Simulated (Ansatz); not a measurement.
# NiSe2: the cost of one run

Computed with Ansatz 0.2.0 (reference: DFT, HSE06, plane waves, PAW, unless a step's input says otherwise).

1 further run of the same task is left out (it didn't finish).

## (1) Starting point

It takes space group Fm-3m (No. 225, cubic). Conventional cell: a = 6.006 Å, b = 6.006 Å, c = 6.006 Å, α = 90.00°, β = 90.00°, γ = 90.00°. Ni (site symmetry m-3m) is surrounded by 8 Se at 2.60 Å. Around Se (site symmetry -43m) lie 4 Ni at 2.60 Å.

Coordinates:

```xyz
3
Lattice="0.0000 3.0028 3.0028 3.0028 0.0000 3.0028 3.0028 3.0028 0.0000" Properties=species:S:1:pos:R:3 pbc="T T T"
Ni    0.0000    0.0000    0.0000
Se    1.5014    1.5014    1.5014
Se    4.5042    4.5042    4.5042
```

## (2) The reference run

Contents of input.yaml:

```yaml
crystal:
  lattice:
    - [0.0, 3.0028279541, 3.0028279541]
    - [3.0028279541, 0.0, 3.0028279541]
    - [3.0028279541, 3.0028279541, 0.0]
  atoms:
    - { symbol: Ni, position: [0.0, 0.0, 0.0] }
    - { symbol: Se, position: [0.25, 0.25, 0.25] }
    - { symbol: Se, position: [0.75, 0.75, 0.75] }
kpoints:
  mp_grid: { grid: [4, 4, 4] }
hamiltonian:
  xc: hse06
scf:
  occupations: { method: fermi_dirac, width: 0.02 }
  n_extra_bands: 4
output:
  forces: true
  stress: true
  eigenvalues: true
```

On the command line:

```bash
$ ansatz run input.yaml --threads 4 --pin off --max-ram 3686MiB --backend cpu --events-out ev --progress --plain --runs-dir out
```

**Question.** How long does this run take on 4 threads of an Arm CPU, shared host, and how much memory does it need?

About 10 s, with a peak of 0.81 GiB.
